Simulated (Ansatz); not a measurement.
# H4NSn: the cost of one run

All numbers below are computed with Ansatz 0.2.0 (RKS BHLYP-D4/def2-SVP).

## 1. The structure to begin with

Bond lengths: N1–Sn2 1.894 Å, N1–H3 1.021 Å, Sn2–H4 1.742 Å, Sn2–H5 1.834 Å, Sn2–H6 1.835 Å. Angles: N1–Sn2–H4 110.2°, N1–Sn2–H5 122.8°, N1–Sn2–H6 122.6°, H4–Sn2–H5 100.1°, H4–Sn2–H6 99.8°, H5–Sn2–H6 97.0°, Sn2–N1–H3 111.4°.

Structure file:

```xyz
6

N    -0.0783   -1.5636    0.4738
Sn   -0.1066    0.2265   -0.1446
H     0.7449   -1.7458    1.0492
H    -1.5245    0.5038   -1.1176
H     1.1836    0.9154   -1.2512
H    -0.2191    1.6636    0.9904
```

## 2. Preparing the start

Contents of input.yaml:

```yaml
crystal:
  periodic: [false, false, false]
  atoms:
    - { symbol: "N", position_ang: [-0.07826, -1.56359, 0.47379] }
    - { symbol: Sn, position_ang: [-0.10664, 0.22649, -0.14462] }
    - { symbol: H, position_ang: [0.74491, -1.74576, 1.04923] }
    - { symbol: H, position_ang: [-1.52448, 0.50381, -1.11763] }
    - { symbol: H, position_ang: [1.18357, 0.9154, -1.25119] }
    - { symbol: H, position_ang: [-0.2191, 1.66364, 0.99042] }
total_charge: -1
basis:
  gaussian: { orbitals: def2-SVP }
hamiltonian:
  xc: { name: BHLYP }
  dispersion: d4
relax:
  f_tol: 0.02
  max_steps: 40
scf:
  lower_state_search: "off"
output:
  orbitals: {}
```

The run is started by

```console
$ ansatz run input.yaml --threads 1 --pin off --max-ram 2048MiB --backend cpu --events-out ev --progress --plain --runs-dir out
```

What time and memory should one allow on 1 thread of Arm Neoverse V2, shared host?

About 7.8 s, with a peak of 0.11 GiB.
